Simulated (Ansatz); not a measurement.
# CH₇BrO₂Si₂: up Jacob's ladder to CCSD(T)

Aim: compute CH₇BrO₂Si₂ with functionals from several rungs and with coupled cluster, and see how far each lands from CCSD(T) at the basis-set limit for the atomisation energy.

The runs use Ansatz 0.2.0, Gaussian basis; functionals in def2-TZVPP, the program's frozen cores in correlated methods.

The runs, in order: PBE-D4, r2SCAN-D4, PBE0-D4, B3LYP-D4, ωB97X-V, ωB97M-V, B2PLYP; CCSD(T)/def2-TZVPP; MP2/def2-QZVPP; extrapolation to the limit.

## 1. The geometry

All runs share one geometry, relaxed beforehand with PBE0-D4 in a triple-zeta def2 set.

SMILES `CO[Si](O)([SiH3])Br`, 13 atoms, charge 0, spin multiplicity 1.

Atoms are counted from 1 here; the program's logs count them from 0.

Bond lengths: C1–O2 1.412 Å, C1–H7 1.094 Å, C1–H8 1.095 Å, C1–H9 1.090 Å, O2–Si3 1.629 Å, Si3–O4 1.627 Å, Si3–Si5 2.333 Å, Si3–Br6 2.246 Å, O4–H10 0.960 Å, Si5–H11 1.488 Å, Si5–H12 1.485 Å, Si5–H13 1.487 Å. Angles: O2–C1–H7 111.0°, O2–C1–H8 111.3°, O2–C1–H9 107.9°, H7–C1–H8 108.8°, H7–C1–H9 109.1°, H8–C1–H9 108.7°, C1–O2–Si3 126.8°, O2–Si3–O4 108.3°, O2–Si3–Si5 114.8°, O2–Si3–Br6 107.1°, O4–Si3–Si5 108.5°, O4–Si3–Br6 110.3°, Si5–Si3–Br6 107.8°, Si3–O4–H10 118.3°, Si3–Si5–H11 108.3°, Si3–Si5–H12 109.8°, Si3–Si5–H13 110.6°, H11–Si5–H12 109.2° and more.

## 2. PBE-D4 (GGA)

in.yaml

```yaml
crystal:
  periodic: [false, false, false]
  atoms:
    - {symbol: C, position_ang: [-1.292219, 1.016451, -1.352569]}
    - {symbol: O, position_ang: [0.075281, 0.792065, -1.083422]}
    - {symbol: Si, position_ang: [0.711947, -0.433603, -0.219655]}
    - {symbol: O, position_ang: [2.327047, -0.408453, -0.411475]}
    - {symbol: Si, position_ang: [0.236960, -0.370232, 2.063886]}
    - {symbol: Br, position_ang: [-0.142232, -2.339460, -1.045593]}
    - {symbol: H, position_ang: [-1.735772, 0.161478, -1.870708]}
    - {symbol: H, position_ang: [-1.853976, 1.201412, -0.431292]}
    - {symbol: H, position_ang: [-1.367449, 1.897774, -1.990045]}
    - {symbol: H, position_ang: [2.679668, -0.442274, -1.303698]}
    - {symbol: H, position_ang: [-1.239737, -0.312637, 2.233324]}
    - {symbol: H, position_ang: [0.757311, -1.596129, 2.720035]}
    - {symbol: H, position_ang: [0.843182, 0.833608, 2.691203]}
basis:
  gaussian: {orbitals: def2-TZVPP}
hamiltonian: {xc: pbe, dispersion: d4}
output: {forces: true, orbitals: {seedname: orbitals}}
```

Launch:

```
ansatz run in.yaml --threads 2 --pin off --events-out ev --progress --plain --max-ram 32768MiB --backend cuda --devices 0, --max-vram 18GiB
```

After this run come: r2SCAN-D4 (meta-GGA); PBE0-D4 (hybrid); B3LYP-D4 (hybrid); ωB97X-V (range-separated); ωB97M-V (range-separated); B2PLYP (double hybrid); CCSD(T) in def2-TZVPP; MP2 in def2-QZVPP.

Before running them: what should the planned runs give, taken together? Wanted: atomisation energy, CCSD(T)/CBS; farthest; mean size of error, hybrid; mean size of error, range-separated; gap, smallest and largest; T1 diagnostic; triples share of the correlation energy.

**Answer**, as computed:

| quantity | value |
| --- | --- |
| atomisation energy, CCSD(T)/CBS | 4640.1 kJ/mol |
| functionals within 46.4 kJ/mol (1.0 %) | PBE-D4, r2SCAN-D4, B3LYP-D4, ωB97X-V, ωB97M-V |
| farthest | B2PLYP (-90.3 kJ/mol) |
| mean size of error, hybrid | 48.3 kJ/mol |
| mean size of error, range-separated | 10.7 kJ/mol |
| gap, smallest and largest | 5.83 eV (PBE-D4), 12.27 eV (ωB97X-V) |
| T1 diagnostic | 0.0110 |
| triples share of the correlation energy | 3.5 % |

What this shows: PBE-D4 misses by +15.1 kJ/mol. Double hybrids carry the basis error of their MP2 part in triple zeta, and no dispersion term here, so their miss is partly the set-up's. The reference freezes the cores and leaves out relativity and excitations past (T), and its outer-core shells are covered unevenly, so misses under about 46.4 kJ/mol can't be ranked. All levels share the lack of spin-orbit coupling, which lowers the free heavy atoms and so the true binding. Hartree-Fock recovers 73 % of the binding; the rest is correlation. Orbital gaps span 5.8 to 12.3 eV; exact exchange widens them. Correlated methods include outer-core shells of Br, which these sets cover unevenly.
